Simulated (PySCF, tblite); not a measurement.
# C2H4AlClO2, an adsorbate on a surface model (alumina monomer): infrared bands, interaction energy and NMR shifts

Wanted: the infrared bands, interaction energy and NMR shifts for `[OH][Al]([OH])[Cl]` with `C#C`.

Programs: tblite 0.8.0 and PySCF 2.14.0. All values are calculated, for the isolated system unless a continuum is named. Atoms count from 0, parts from 1.

### Step 1. Starting point

10 atoms, charge 0, multiplicity 1; geometry: rigid parts in contact. Parts: 1 = atoms 0–5, `[OH][Al]([OH])[Cl]`, charge 0; 2 = atoms 6–9, `C#C`, charge 0.

### Step 2. Search for minima with GFN2-xTB

The job: settings as JSON, then the geometry in Å.

```
{"job": {"kind": "dock", "xc": "GFN2-xTB", "basis": "xTB"}, "charge": 0, "multiplicity": 1, "parts": [{"atoms": "0-5", "charge": 0, "multiplicity": 1}, {"atoms": "6-9", "charge": 0, "multiplicity": 1}]}
O      0.256691    -1.394344     0.332646
Al    -0.329512     0.106876    -0.022942
O      0.689491     1.362725    -0.332949
Cl    -2.314094     0.517547    -0.105672
H      0.133809    -2.305316     0.554150
H      1.563615     1.712511    -0.425233
C     -1.508338     0.608239     3.194509
C     -0.413929     0.762827     2.743454
H     -2.470646     0.472170     3.591143
H      0.548404     0.899186     2.346881
```

With the program's defaults for keys left out, this is: GFN2-xTB search for minima from random contacts, gas phase.

Started as:

```bash
> OMP_NUM_THREADS=1 python cluster_run.py task.json out
```

The driver reads the jobs from task.json and runs them one after another.

What it wrote:

```text
step      E/eV     max force
  0    -548.99345    0.467
  1    -548.99728    0.656
  2    -549.01092    0.392
  3    -549.02905    0.470
  4    -549.03568    0.324
  5    -549.04414    0.176
  6    -549.04649    0.158
  7    -549.05008    0.181
  8    -549.05329    0.172
  9    -549.05644    0.199
 10    -549.05986    0.226
 11    -549.06424    0.228
 12    -549.06817    0.259
 13    -549.07058    0.151
 14    -549.07195    0.106
 15    -549.07298    0.123
 16    -549.07475    0.193
 17    -549.07675    0.190
 18    -549.07816    0.081
 19    -549.07879    0.094
 20    -549.07926    0.083
 21    -549.07979    0.102
 22    -549.08071    0.087
 23    -549.08200    0.089
 24    -549.08400    0.152
 25    -549.08640    0.175
 26    -549.09039    0.269
 27    -549.06836    1.292
 28    -549.09444    0.254
 29    -549.09588    0.138
 30    -549.09734    0.121
 31    -549.09772    0.057
 32    -549.09837    0.048
 33    -549.09868    0.058
 34    -549.09903    0.037
 35    -549.09934    0.049
 36    -549.09987    0.098
 37    -549.10045    0.170
 38    -549.10111    0.170
 39    -549.10218    0.065
 40    -549.10282    0.050
 41    -549.10333    0.061
 42    -549.10369    0.040
 43    -549.10356    0.299
 44    -549.10413    0.091
 45    -549.10434    0.064
 46    -549.10493    0.077
 47    -549.10539    0.080
 48    -549.10567    0.033
 49    -549.10575    0.036
 50    -549.10619    0.046
 51    -549.10686    0.072
 52    -549.10804    0.124
 53    -549.10925    0.158
 54    -549.11066    0.141
 55    -549.11164    0.201
 56    -549.11211    0.122
 57    -549.11272    0.084
 58    -549.11367    0.118
 59    -549.11510    0.168
 60    -549.11827    0.167
 61    -549.12376    0.128
 62    -549.11590    0.664
 63    -549.12430    0.589
 64    -549.12082    0.826
 65    -549.12608    0.087
 66    -549.12638    0.087
 67    -549.12668    0.049
 68    -549.12686    0.035
 69    -549.12714    0.061
 70    -549.12730    0.080
 71    -549.12765    0.069
 72    -549.12794    0.051
 73    -549.12816    0.039
 74    -549.12836    0.037
 75    -549.12855    0.053
 76    -549.12882    0.054
 77    -549.12914    0.051
 78    -549.12941    0.037
 79    -549.12955    0.022
 80    -549.12961    0.021
 81    -549.12964    0.024
 82    -549.12970    0.028
 83    -549.12979    0.039
 84    -549.12995    0.053
 85    -549.13015    0.050
 86    -549.13036    0.041
 87    -549.13051    0.025
 88    -549.13055    0.022
 89    -549.13057    0.015

distinct minima (kcal/mol above the lowest): 0.00 7.45
binding energy -8.126 kcal/mol
```

It took 4 s on 1 thread of Intel Xeon Platinum 8259CL at 2.50GHz, shared host.

Relaxation path: (the energy doesn't fall at every step)

```csv
step,energy from step 0 (eV),largest force (eV/Å)
0,0.0000,0.4674
3,-0.0356,0.4691
6,-0.0530,0.1580
9,-0.0630,0.1993
12,-0.0747,0.2592
15,-0.0795,0.1224
18,-0.0847,0.0813
21,-0.0863,0.1026
24,-0.0905,0.1528
27,-0.0749,1.2917
30,-0.1039,0.1205
33,-0.1052,0.0578
36,-0.1064,0.0977
39,-0.1087,0.0646
42,-0.1102,0.0408
45,-0.1109,0.0646
48,-0.1122,0.0326
51,-0.1134,0.0722
54,-0.1172,0.1417
57,-0.1193,0.0842
60,-0.1248,0.1676
63,-0.1308,0.5892
66,-0.1329,0.0877
69,-0.1337,0.0607
72,-0.1345,0.0507
75,-0.1351,0.0524
78,-0.1360,0.0366
81,-0.1362,0.0246
84,-0.1365,0.0523
87,-0.1371,0.0253
89,-0.1371,0.0153
```

Close pairs (by a distance rule), those that changed most:

```csv
bond,before (Å),after (Å),change (Å)
Al1–Cl3,2.028,2.047,+0.018
C6–C7,1.194,1.203,+0.009
Al1–O2,1.647,1.655,+0.008
O0–Al1,1.650,1.644,-0.007
C7–H9,1.050,1.054,+0.004
C6–H8,1.050,1.054,+0.004
O0–H4,0.946,0.942,-0.003
O2–H5,0.946,0.944,-0.002
```

Contacts between the parts in the structure taken on (a selection, picked against the atoms' radii; other short pairs can be missing):

```csv
atoms,distance (Å),kind (by distance and angle),angle (°)
Al1···C7,2.52,inside the van der Waals sum,–
Al1···C6,2.69,inside the van der Waals sum,–
```

Minima and a leading contact of each: 0.00 kcal/mol, Al1···C7 2.52 Å (inside the van der Waals sum); 7.45 kcal/mol, Cl3···C6 3.54 Å (at van der Waals distance).

### Step 3. Harmonic vibrations: GFN2-xTB

The job: settings as JSON, then the geometry in Å.

```
{"job": {"kind": "ir", "xc": "GFN2-xTB", "basis": "xTB"}, "charge": 0, "multiplicity": 1, "parts": [{"atoms": "0-5", "charge": 0, "multiplicity": 1}, {"atoms": "6-9", "charge": 0, "multiplicity": 1}]}
O     -0.010874    -1.437042     0.547877
Al    -0.484530     0.115391     0.287583
O      0.656616     1.270626    -0.031525
Cl    -2.427923     0.428045    -0.272642
H      0.273356    -2.335398     0.568689
H      0.947070     2.087314    -0.405280
C     -1.299713     0.699408     2.785043
C     -0.103054     0.592757     2.730519
H     -2.342768     0.804622     2.892122
H      0.947311     0.516700     2.773600
```

With the program's defaults for keys left out, this is: GFN2-xTB harmonic vibrations, gas phase.

What it wrote:

```text
mode    cm-1     km/mol
  1      28.6      8.84
  2      70.6      0.49
  3      91.2     31.63
  4     115.6      2.08
  5     133.1      4.34
  6     170.5     12.07
  7     183.2     11.34
  8     207.3     27.45
  9     242.2     71.22
 10     284.7    147.72
 11     333.2     55.99
 12     362.0    150.74
 13     485.6     43.73
 14     514.1      0.18
 15     522.3     21.74
 16     797.3    130.70
 17     808.5     94.09
 18     822.2     42.01
 19     931.6    157.21
 20    2094.6     19.44
 21    3295.6     32.84
 22    3371.0     10.04
 23    3809.4     37.54
 24    3829.1     32.84
```

It took 0.73 s on 1 thread of Intel Xeon Platinum 8259CL at 2.50GHz, shared host; peak memory 0.19 GiB.

The strongest bands and the atoms that carry them:

| cm⁻¹ | km/mol | atoms |
| --- | --- | --- |
| 242 | 71.2 | Al1 63 %, O2 14 %, O0 13 % |
| 285 | 147.7 | H5 75 %, H4 17 % |
| 362 | 150.7 | H5 82 % |
| 797 | 130.7 | O2 34 %, Al1 33 %, O0 23 % |
| 808 | 94.1 | H8 48 %, H9 41 % |
| 932 | 157.2 | Al1 48 %, O0 29 %, O2 18 % |

Strongest bands of the parts alone (cm⁻¹, km/mol): part 1: 290 (138), 396 (215), 815 (149); part 2: 849 (37), 849 (37), 3352 (1).

On forming the cluster at 298.15 K and 1 atm (harmonic, kcal/mol): zero-point energy +0.09, all enthalpy terms beyond the electronic energy +0.58, −TΔS +7.79.

### Step 4. Interaction energy: PBE0-D3(BJ)/def2-SVPD

The job, as its differences from that of step 3:

```diff
@@ -1,2 +1,2 @@
-{"job": {"kind": "ir", "xc": "GFN2-xTB", "basis": "xTB"}, "charge": 0, "multiplicity": 1, "parts": [{"atoms": "0-5", "charge": 0, "multiplicity": 1}, {"atoms": "6-9", "charge": 0, "multiplicity": 1}]}
+{"job": {"kind": "inter", "xc": "PBE0", "basis": "def2-SVPD", "disp": "d3bj", "pairs": false}, "charge": 0, "multiplicity": 1, "parts": [{"atoms": "0-5", "charge": 0, "multiplicity": 1}, {"atoms": "6-9", "charge": 0, "multiplicity": 1}]}
 O     -0.010874    -1.437042     0.547877
```

Level: PBE0-D3(BJ)/def2-SVPD interaction energy, counterpoise and uncorrected, gas phase.

What it wrote:

```text
part 1, own basis, geometry of the cluster
coarse grid: 6664 points
cycle   1  E = -853.4114225262  dE =  4.082e-01  |g| = 1.008e+00  |ddm| = 2.998e+00
cycle   2  E = -853.0670293980  dE =  3.444e-01  |g| = 1.656e+00  |ddm| = 2.510e+00
cycle   3  E = -853.6024224301  dE = -5.354e-01  |g| = 9.901e-02  |ddm| = 1.470e+00
cycle   4  E = -853.6045729280  dE = -2.150e-03  |g| = 3.903e-02  |ddm| = 2.422e-01
cycle   5  E = -853.6049694897  dE = -3.966e-04  |g| = 6.921e-03  |ddm| = 7.098e-02
cycle   6  E = -853.6049783041  dE = -8.814e-06  |g| = 3.054e-03  |ddm| = 8.843e-03
final grid: 56800 points
cycle   7  E = -853.7144137879  dE = -7.352e-06  |g| = 9.334e-03  |ddm| = 3.763e-02
cycle   8  E = -853.7143884927  dE =  2.530e-05  |g| = 1.492e-02  |ddm| = 2.359e-02
cycle   9  E = -853.7144303921  dE = -4.190e-05  |g| = 3.011e-04  |ddm| = 1.390e-02
cycle  10  E = -853.7144304072  dE = -1.508e-08  |g| = 1.756e-04  |ddm| = 6.647e-04
cycle  11  E = -853.7144304133  dE = -6.089e-09  |g| = 5.248e-05  |ddm| = 2.027e-04
cycle  12  E = -853.7144304138  dE = -5.230e-10  |g| = 7.183e-06  |ddm| = 6.273e-05
converged SCF energy = -853.7144304138

part 2, own basis, geometry of the cluster
coarse grid: 3416 points
cycle   1  E = -77.1362203855  dE =  1.092e-01  |g| = 2.754e-01  |ddm| = 5.545e+00
cycle   2  E = -77.1422602368  dE = -6.040e-03  |g| = 2.275e-01  |ddm| = 1.442e+00
cycle   3  E = -77.1568837709  dE = -1.462e-02  |g| = 1.046e-02  |ddm| = 3.190e-01
cycle   4  E = -77.1569170223  dE = -3.325e-05  |g| = 1.711e-03  |ddm| = 2.714e-02
cycle   5  E = -77.1569169052  dE =  1.171e-07  |g| = 1.838e-03  |ddm| = 1.269e-02
final grid: 33160 points
cycle   6  E = -77.1703521000  dE = -5.770e-06  |g| = 4.920e-03  |ddm| = 5.075e-02
cycle   7  E = -77.1703354136  dE =  1.669e-05  |g| = 9.437e-03  |ddm| = 1.341e-02
cycle   8  E = -77.1703583448  dE = -2.293e-05  |g| = 1.232e-03  |ddm| = 8.537e-03
cycle   9  E = -77.1703587632  dE = -4.184e-07  |g| = 3.699e-05  |ddm| = 1.536e-03
cycle  10  E = -77.1703587635  dE = -2.864e-10  |g| = 4.543e-06  |ddm| = 2.296e-04
converged SCF energy = -77.1703587635

part 1, own basis, relaxed alone
coarse grid: 6664 points
cycle   1  E = -853.4194834416  dE =  4.126e-01  |g| = 1.003e+00  |ddm| = 2.964e+00
cycle   2  E = -853.0877524467  dE =  3.317e-01  |g| = 1.635e+00  |ddm| = 3.113e+00
cycle   3  E = -853.6087196095  dE = -5.210e-01  |g| = 9.322e-02  |ddm| = 1.955e+00
cycle   4  E = -853.6106167600  dE = -1.897e-03  |g| = 3.571e-02  |ddm| = 2.229e-01
cycle   5  E = -853.6109519923  dE = -3.352e-04  |g| = 5.687e-03  |ddm| = 6.962e-02
cycle   6  E = -853.6109584714  dE = -6.479e-06  |g| = 2.316e-03  |ddm| = 8.055e-03
final grid: 56800 points
cycle   7  E = -853.7204961287  dE = -8.366e-06  |g| = 8.702e-03  |ddm| = 3.576e-02
cycle   8  E = -853.7204748763  dE =  2.125e-05  |g| = 1.377e-02  |ddm| = 2.267e-02
cycle   9  E = -853.7205106296  dE = -3.575e-05  |g| = 3.480e-04  |ddm| = 1.345e-02
cycle  10  E = -853.7205106528  dE = -2.315e-08  |g| = 1.707e-04  |ddm| = 7.378e-04
cycle  11  E = -853.7205106587  dE = -5.866e-09  |g| = 5.716e-05  |ddm| = 2.352e-04
cycle  12  E = -853.7205106593  dE = -6.225e-10  |g| = 7.141e-06  |ddm| = 7.454e-05
converged SCF energy = -853.7205106593

part 2, own basis, relaxed alone
coarse grid: 3416 points
cycle   1  E = -77.1349085371  dE =  1.266e-01  |g| = 2.832e-01  |ddm| = 6.028e+00
cycle   2  E = -77.1411447694  dE = -6.236e-03  |g| = 2.348e-01  |ddm| = 1.549e+00
cycle   3  E = -77.1566635225  dE = -1.552e-02  |g| = 1.032e-02  |ddm| = 3.339e-01
cycle   4  E = -77.1566961384  dE = -3.262e-05  |g| = 1.334e-03  |ddm| = 2.982e-02
cycle   5  E = -77.1566965916  dE = -4.532e-07  |g| = 9.705e-05  |ddm| = 1.349e-02
final grid: 33160 points
cycle   6  E = -77.1701892675  dE = -9.491e-06  |g| = 2.736e-03  |ddm| = 6.384e-02
cycle   7  E = -77.1701898930  dE = -6.255e-07  |g| = 2.401e-03  |ddm| = 8.001e-03
cycle   8  E = -77.1701915281  dE = -1.635e-06  |g| = 3.154e-04  |ddm| = 3.612e-03
cycle   9  E = -77.1701915430  dE = -1.495e-08  |g| = 2.036e-04  |ddm| = 4.916e-04
cycle  10  E = -77.1701915538  dE = -1.073e-08  |g| = 4.902e-06  |ddm| = 2.385e-04
cycle  11  E = -77.1701915538  dE = -4.533e-12  |g| = 2.839e-07  |ddm| = 1.339e-05
converged SCF energy = -77.1701915538

cluster
final grid: 89960 points
cycle   1  E = -930.9000003586  dE = -2.369e-02  |g| = 7.793e-02  |ddm| = 2.826e+00
cycle   2  E = -930.8995380503  dE =  4.623e-04  |g| = 9.456e-02  |ddm| = 3.827e-01
cycle   3  E = -930.9015150277  dE = -1.977e-03  |g| = 3.466e-02  |ddm| = 1.476e-01
cycle   4  E = -930.9018207939  dE = -3.058e-04  |g| = 6.025e-03  |ddm| = 5.060e-02
cycle   5  E = -930.9018281608  dE = -7.367e-06  |g| = 2.749e-03  |ddm| = 1.041e-02
cycle   6  E = -930.9018296649  dE = -1.504e-06  |g| = 7.684e-04  |ddm| = 4.706e-03
cycle   7  E = -930.9018298022  dE = -1.373e-07  |g| = 1.027e-04  |ddm| = 1.526e-03
cycle   8  E = -930.9018298053  dE = -3.124e-09  |g| = 2.612e-05  |ddm| = 2.530e-04
cycle   9  E = -930.9018298055  dE = -2.237e-10  |g| = 7.461e-06  |ddm| = 8.766e-05
converged SCF energy = -930.9018298055

part 1 in the basis of the cluster
final grid: 89960 points
cycle   1  E = -853.7156580715  dE = -1.225e-03  |g| = 2.024e-03  |ddm| = 2.079e+00
cycle   2  E = -853.7156595563  dE = -1.485e-06  |g| = 4.196e-04  |ddm| = 9.521e-02
cycle   3  E = -853.7156595503  dE =  6.027e-09  |g| = 4.746e-04  |ddm| = 4.171e-03
cycle   4  E = -853.7156595923  dE = -4.204e-08  |g| = 7.335e-05  |ddm| = 7.181e-04
cycle   5  E = -853.7156595933  dE = -9.841e-10  |g| = 1.474e-05  |ddm| = 1.524e-04
converged SCF energy = -853.7156595933

part 2 in the basis of the cluster
final grid: 89960 points
cycle   1  E = -77.1714666356  dE = -1.109e-03  |g| = 4.087e-03  |ddm| = 1.679e+00
cycle   2  E = -77.1714746331  dE = -7.997e-06  |g| = 2.321e-03  |ddm| = 8.214e-02
cycle   3  E = -77.1714761505  dE = -1.517e-06  |g| = 7.166e-04  |ddm| = 7.153e-03
cycle   4  E = -77.1714762297  dE = -7.917e-08  |g| = 5.209e-04  |ddm| = 2.216e-03
cycle   5  E = -77.1714763003  dE = -7.057e-08  |g| = 1.272e-05  |ddm| = 5.321e-04
cycle   6  E = -77.1714763003  dE = -5.312e-11  |g| = 2.803e-06  |ddm| = 6.894e-05
converged SCF energy = -77.1714763003

Interaction energy (kcal/mol)
  counterpoise      -11.500
  uncorrected       -12.972
  dispersion part    -2.280
  deformation         3.710
  binding            -7.790

Decomposition of the uncorrected value (kcal/mol)
  electrostatic     -19.964
  Pauli              25.288
  orbital           -16.017
  dispersion         -2.280

Charge of each part in the cluster: -0.068 0.068
```

Wall time 36 s (1 thread of Intel Xeon Platinum 8259CL at 2.50GHz, shared host); peak memory 0.55 GiB.

Contacts at this geometry (a selection, picked against the atoms' radii; other short pairs can be missing):

```csv
atoms,distance (Å),kind (by distance and angle),angle (°)
Al1···C7,2.52,inside the van der Waals sum,–
Al1···C6,2.69,inside the van der Waals sum,–
```

The decomposition goes in steps from the parts' own densities: electrostatics between them unchanged, then the rise on making their orbitals orthogonal (called Pauli here; it holds the exchange-correlation between the parts too, so it can be small or negative at long range), then orbital relaxation, then the dispersion term. Charges of the parts share the cluster's density out in proportion to the parts' own densities.

The SCF energies in the log hold no dispersion term; the tabulated energies do.

The parts:

| part | SMILES | deformation (kcal/mol) | HOMO alone (eV) | charge in the cluster (e) |
| --- | --- | --- | --- | --- |
| 1 | [OH][Al]([OH])[Cl] | 3.81 | -9.02 | -0.068 |
| 2 | C#C | -0.10 | -8.47 | 0.068 |

A deformation below zero shows that the part was relaxed at another level.

(Part 1 of 3 ends here.)
